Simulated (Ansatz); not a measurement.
**CH₃BFNO: up Jacob's ladder to CCSD(T)**

An exercise on one series of results from a longer session: the logs are not shown, and one member is left open.

The runs use Ansatz 0.2.0, Gaussian basis; functionals in def2-TZVPP, the program's frozen cores in correlated methods.

Plan: LDA (SPW92), PBE-D4, revPBE-D4, BLYP-D4, r2SCAN-D4, B97M-V, PBE0-D4, B3LYP-D4, r2SCANh-D4, r2SCAN0-D4, HSE06-D4, BHLYP-D4, CAM-B3LYP-D4, LC-ωPBE, ωB97X-V, ωB97M-V, B2PLYP, PBE-QIDH; CCSD(T)/def2-SVP; CCSD(T)/def2-TZVPP; MP2/def2-QZVPP; extrapolation to the limit; RPA on PBE.

## The geometry

The geometry comes from an earlier relaxation with PBE0-D4 in a triple-zeta def2 set; it is a stationary point, not always the lowest conformer.

8 atoms, charge 0, spin multiplicity 1.

Atoms are counted from 1 here; the program's logs count them from 0.

Bond lengths: C1–N2 1.251 Å, C1–H6 1.095 Å, C1–H7 1.099 Å, N2–B3 1.426 Å, B3–O4 1.356 Å, B3–F5 1.330 Å, O4–H8 0.959 Å. Angles: N2–C1–H6 120.4°, N2–C1–H7 123.9°, H6–C1–H7 115.8°, C1–N2–B3 134.3°, N2–B3–O4 123.3°, N2–B3–F5 119.4°, O4–B3–F5 117.1°, B3–O4–H8 113.2°.

Set-up of the first run:

File in.yaml:

```yaml
crystal:
  periodic: [false, false, false]
  atoms:
    - {symbol: C, position_ang: [-0.416405, 0.849481, -1.114667]}
    - {symbol: N, position_ang: [-0.377198, 0.525481, 0.092721]}
    - {symbol: B, position_ang: [0.502962, -0.271322, 0.883067]}
    - {symbol: O, position_ang: [0.254300, -1.567108, 1.197307]}
    - {symbol: F, position_ang: [1.574094, 0.290794, 1.435140]}
    - {symbol: H, position_ang: [-1.212124, 1.502669, -1.487295]}
    - {symbol: H, position_ang: [0.317528, 0.516949, -1.861835]}
    - {symbol: H, position_ang: [-0.550956, -1.904044, 0.799764]}
basis:
  gaussian: {orbitals: def2-TZVPP}
hamiltonian: {xc: lda}
output: {orbitals: {seedname: orbitals}}
```

On the command line:

```console
$ ansatz run in.yaml --threads 2 --pin off --events-out ev --progress --plain --max-ram 4352MiB
```

Steps of the session up to this table: LDA; PBE-D4 (GGA); revPBE-D4 (GGA); BLYP-D4 (GGA); r2SCAN-D4 (meta-GGA); B97M-V (meta-GGA); PBE0-D4 (hybrid); B3LYP-D4 (hybrid); r2SCANh-D4 (hybrid); r2SCAN0-D4 (hybrid); HSE06-D4 (hybrid); BHLYP-D4 (hybrid); CAM-B3LYP-D4 (range-separated); LC-ωPBE (range-separated); ωB97X-V (range-separated); ωB97M-V (range-separated); B2PLYP (double hybrid); PBE-QIDH (double hybrid).

One table of the session follows, with a row left open; its other results are not shown here.

It belongs to the step «Frontier levels by functional». 

```
  functional  HOMO (eV)  gap (eV)
 LDA (SPW92)      -6.32      3.78
      PBE-D4      -6.19      3.94
   revPBE-D4          ?         ?
     BLYP-D4      -6.11      3.98
   r2SCAN-D4      -6.48      4.45
      B97M-V      -6.60      4.69
     PBE0-D4      -7.65      6.52
    B3LYP-D4      -7.44      6.04
  r2SCANh-D4      -7.03      5.41
  r2SCAN0-D4      -7.85      6.86
    HSE06-D4      -7.25      5.73
    BHLYP-D4      -9.08      9.15
CAM-B3LYP-D4      -9.10      9.16
     LC-ωPBE     -10.43     11.76
     ωB97X-V     -10.09     11.34
     ωB97M-V      -9.99     11.14
```

Estimate the missing values for revPBE-D4.

As computed: HOMO (eV): -6.14; gap (eV): 3.98. In the column «HOMO (eV)» it lies between PBE-D4 (-6.19) and BLYP-D4 (-6.11).
